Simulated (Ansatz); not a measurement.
# C4H13GaN2O: the cost of one run

The runs use Ansatz 0.2.0, Gaussian basis; revPBE/6-31G*.

**1. The relaxed structure**

The geometry comes from an earlier relaxation with PBE0-D4 in a triple-zeta def2 set; it is a stationary point, not always the lowest conformer.

SMILES `C[N](C)[Ga]([OH])[N](C)C`, 21 atoms, charge 0, spin multiplicity 1.

Atoms are counted from 1 here; the program's logs count them from 0.

Bond lengths: C1–N2 1.438 Å, C1–H9 1.091 Å, C1–H10 1.101 Å, C1–H11 1.101 Å, N2–C3 1.438 Å, N2–Ga4 1.820 Å, C3–H12 1.101 Å, C3–H13 1.101 Å, C3–H14 1.093 Å, Ga4–O5 1.793 Å, Ga4–N6 1.812 Å, O5–H15 0.958 Å, N6–C7 1.441 Å, N6–C8 1.437 Å, C7–H16 1.100 Å, C7–H17 1.101 Å, C7–H18 1.091 Å, C8–H19 1.101 Å and more. Angles: N2–C1–H9 111.3°, N2–C1–H10 111.2°, N2–C1–H11 112.1°, H9–C1–H10 107.1°, H9–C1–H11 107.8°, H10–C1–H11 107.0°, C1–N2–C3 113.0°, C1–N2–Ga4 124.8°, C3–N2–Ga4 122.2°, N2–C3–H12 111.8°, N2–C3–H13 111.7°, N2–C3–H14 111.1°, H12–C3–H13 107.1°, H12–C3–H14 107.7°, H13–C3–H14 107.1°, N2–Ga4–O5 119.7°, N2–Ga4–N6 126.4°, O5–Ga4–N6 113.8° and more.

**2. Dynamics**

in.yaml

```yaml
crystal:
  periodic: [false, false, false]
  atoms:
    - {symbol: C, position_ang: [-1.444212, -0.579704, 1.704528]}
    - {symbol: N, position_ang: [-1.395752, 0.401922, 0.654637]}
    - {symbol: C, position_ang: [-2.617892, 1.149404, 0.526087]}
    - {symbol: Ga, position_ang: [0.038817, 0.696325, -0.426624]}
    - {symbol: O, position_ang: [0.141379, 2.215311, -1.373483]}
    - {symbol: N, position_ang: [1.444044, -0.419385, -0.677486]}
    - {symbol: C, position_ang: [2.633820, 0.030306, -1.354970]}
    - {symbol: C, position_ang: [1.498466, -1.799592, -0.281745]}
    - {symbol: H, position_ang: [-0.479536, -1.074512, 1.828833]}
    - {symbol: H, position_ang: [-1.698749, -0.117736, 2.670414]}
    - {symbol: H, position_ang: [-2.199213, -1.357465, 1.510960]}
    - {symbol: H, position_ang: [-2.857532, 1.703467, 1.446539]}
    - {symbol: H, position_ang: [-3.475752, 0.494184, 0.311094]}
    - {symbol: H, position_ang: [-2.553074, 1.872846, -0.290280]}
    - {symbol: H, position_ang: [-0.468555, 2.896849, -1.088169]}
    - {symbol: H, position_ang: [2.832459, -0.568226, -2.256551]}
    - {symbol: H, position_ang: [3.522043, -0.049862, -0.710076]}
    - {symbol: H, position_ang: [2.532425, 1.072415, -1.662368]}
    - {symbol: H, position_ang: [1.703496, -2.453122, -1.143141]}
    - {symbol: H, position_ang: [2.291207, -1.986919, 0.459073]}
    - {symbol: H, position_ang: [0.552112, -2.126498, 0.152739]}
basis:
  gaussian: {orbitals: "6-31G*"}
hamiltonian: {xc: {name: revPBE}}
md: {timestep: 1 fs, n_steps: 20, ensemble: nve, temperature: 500, initial_velocities: maxwell_boltzmann, seed: 298}
```

On the command line:

```console
$ ansatz run in.yaml --threads 4 --pin off --events-out ev --progress --plain --max-ram 41984MiB --backend cpu
```

What time and memory should one allow on 4 threads of AMD EPYC 7R13, shared host?

About 85 s, with a peak of 0.97 GiB.
